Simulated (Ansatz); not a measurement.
# CH5AlClFSi: the cost of one run

Program: Ansatz 0.2.0 through its Python package. Level of theory: PBE0+D4/cc-pVDZ. These are calculated values, not measurements.

## (1) Starting point

Bond lengths: F1–C2 1.376 Å, C2–Si3 1.843 Å, Si3–Al4 2.433 Å, Al4–Cl5 2.162 Å, C2–H6 1.107 Å, C2–H7 1.126 Å, Si3–H8 1.432 Å, Si3–H9 1.450 Å, Al4–H10 1.610 Å. Angles (14 of 15 angles, heavy atoms first): F1–C2–Si3 106.9°, C2–Si3–Al4 110.1°, Si3–Al4–Cl5 119.4°, F1–C2–H6 111.7°, F1–C2–H7 110.8°, Si3–C2–H6 109.3°, Si3–C2–H7 108.6°, C2–Si3–H8 112.5°, C2–Si3–H9 110.3°, Al4–Si3–H8 108.6°, Al4–Si3–H9 104.9°, Si3–Al4–H10 118.3°, Cl5–Al4–H10 122.0°, H6–C2–H7 109.4°.

The script reads ch5alclfsi.xyz:

```xyz
10

F    -2.02970    0.23140    0.60870
C    -1.33030    0.63780   -0.50450
Si    0.07430   -0.53740   -0.71310
Al    1.56280   -0.41070    1.20690
Cl    2.41450    1.49650    1.76360
H    -1.96110    0.61940   -1.41420
H    -0.91360    1.67340   -0.35970
H    -0.36300   -1.89230   -0.86420
H     0.89200   -0.14660   -1.84490
H     1.73720   -1.72260    2.12440
```

## (2) Script

opt.py

```python
"""Geometry optimisation of CH5AlClFSi."""

import ansatz as az
import numpy as np

params = {
    "basis_set": "cc-pVDZ",
    "functional": "PBE0",
    "vdw": "d4",
}


def main() -> None:
    ch5alclfsi = az.Crystal.molecule_from_extxyz("ch5alclfsi.xyz")

    base = ch5alclfsi.calculation()
    base = base.basis(gaussian=params["basis_set"]).functional(params["functional"], dispersion=params["vdw"])
    symbols = [site.symbol for site in ch5alclfsi.cartesian_sites]
    start = np.array([site.position_ang for site in ch5alclfsi.cartesian_sites], dtype=float)
    def progress(event):
        if event["event"] == "relax_step":
            row = event["data"]
            print(f"step {row['step']:3d}  E = {row['lagrangian_ev']:.6f} eV  max force {row['allowed_force_max_ev_ang']:.4f} eV/A")


    report = base.relax(force_tolerance=0.01, max_steps=100).session().plan().execute(on_event=progress).report
    end = np.array(report["positions_ang"])

    print("reference energy %16.6f eV" % report["reference_energy_ev"])
    print("total energy     %16.6f eV" % report["free_energy_ev"])
    print("occupied (up, down):", report["n_occupied"], " virtual:", report["n_virtual"], " frozen:", report["n_frozen"])

    print("bond        before    after (A)")
    for i, j in [(0, 1), (1, 2), (1, 5), (1, 6), (2, 3), (2, 7), (2, 8), (3, 4), (3, 9)]:
        d0, d1 = (np.linalg.norm(xyz[i] - xyz[j]) for xyz in (start, end))
        print(f"{symbols[i]}{i}-{symbols[j]}{j}".ljust(10), f"{d0:8.4f} {d1:8.4f}")
    for i, j, k in [(0, 1, 2), (0, 1, 5), (0, 1, 6), (2, 1, 5), (2, 1, 6), (5, 1, 6), (1, 2, 3), (1, 2, 7)]:
        u, v = end[i] - end[j], end[k] - end[j]
        print(f"angle {symbols[i]}{i}-{symbols[j]}{j}-{symbols[k]}{k}: {np.degrees(np.arccos(np.clip(u @ v / np.linalg.norm(u) / np.linalg.norm(v), -1, 1))):.2f} deg")

    charges = report["charge_distribution"]
    dipole = np.array(charges["dipole_moment_e_ang"]) * 4.803205
    print("dipole (D): {:.3f} {:.3f} {:.3f}, length {:.3f}".format(*dipole, np.linalg.norm(dipole)))
    print("atom  Mulliken   Lowdin")
    for symbol, m, l in zip(symbols, charges["mulliken_charges_e"], charges["lowdin_charges_e"]):
        print(f"{symbol:4s} {m:9.3f} {l:8.3f}")
    with open("ch5alclfsi_opt.xyz", "w") as handle:
        handle.write(f"{len(symbols)}\nrelaxed CH5AlClFSi\n")
        handle.writelines(f"{s:2s} {x:11.6f} {y:11.6f} {z:11.6f}\n" for s, (x, y, z) in zip(symbols, end))


if __name__ == "__main__":
    main()
```

## (3) What the engine is handed

The package turns the script's settings into the engine's input:

```yaml
crystal:
  periodic: [false, false, false]
  atoms:
    - { symbol: F, position_ang: [-2.0297, 0.2314, 0.6087] }
    - { symbol: C, position_ang: [-1.3303, 0.6378, -0.5045] }
    - { symbol: Si, position_ang: [0.0743, -0.5374, -0.7131] }
    - { symbol: Al, position_ang: [1.5628, -0.4107, 1.2069] }
    - { symbol: Cl, position_ang: [2.4145, 1.4965, 1.7636] }
    - { symbol: H, position_ang: [-1.9611, 0.6194, -1.4142] }
    - { symbol: H, position_ang: [-0.9136, 1.6734, -0.3597] }
    - { symbol: H, position_ang: [-0.363, -1.8923, -0.8642] }
    - { symbol: H, position_ang: [0.892, -0.1466, -1.8449] }
    - { symbol: H, position_ang: [1.7372, -1.7226, 2.1244] }
basis:
  gaussian:
    orbitals: cc-pVDZ
hamiltonian:
  xc: pbe0
  dispersion: d4
relax:
  f_tol: 0.01
  max_steps: 100
```

## (4) Launch

The run is started by

```bash
python opt.py
```

What time and memory should one allow on 1 thread of Arm Neoverse V1, shared host?

About 2.4 min, with a peak of 0.33 GiB.
